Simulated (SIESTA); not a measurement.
## As2S under changes of volume

One of the cells (20.784 Å³/atom); the others are scaled copies at fixed shape and fractional positions:

```xyz
6
Lattice="-3.5297 3.5297 2.5024 3.5297 -3.5297 2.5024 3.5297 3.5297 -2.5024" Properties=species:S:1:pos:R:3 pbc="T T T"
As   -1.7649    3.5297    1.8768
As    1.7649    3.5297    1.8768
As    0.0000    1.7649    0.6256
As    0.0000    5.2946    0.6256
S     3.5297    0.0000    1.2512
S     0.0000    0.0000    2.5024
```

The cell comes from a database or a generator and needn't be the stable form of this composition.

* Program: SIESTA 5.4.2
* Functional: PBE
* Potentials or basis: PseudoDojo 0.4 standard (PBE files)
* Basis: DZP (energy shift 0.003 Ry; two zetas on semicore shells)
* Grid cutoff: 500 Ry
* Energy shift: 0.003 Ry
* k mesh: 7 × 7 × 7
* Occupations: fermi-dirac, width 0.05 eV
* Spin: no spin polarisation

```csv
volume (Å³/atom),energy over the lowest point (meV/atom),pressure (GPa)
19.154,46.57,8.7
19.562,27.42,6.4
19.969,13.58,4.5
20.784,0.26,0.8
21.192,0.00,-0.6
21.600,?,?
```

Q: What does the run at 21.600 Å³/atom give?

A: Energy over the lowest point 3.16 meV/atom; pressure -1.9 GPa.

Worked out: A Birch-Murnaghan fit of order 3 (a polynomial in V^(-2/3)) to the other rows has its minimum at 21.01 Å³/atom with B0 = V·E''(V) = 81 GPa and B' = 3.2 at fixed shape and positions, which overstates the stiffness. It gives 3.60 meV/atom at 21.600 Å³/atom, against the run's 3.16, and -dE/dV = -2.1 GPa, against -1.9.

Energies are extrapolated to zero smearing.

Caveats: the basis of atomic orbitals isn't converged, which shifts pressures, moduli and gaps.
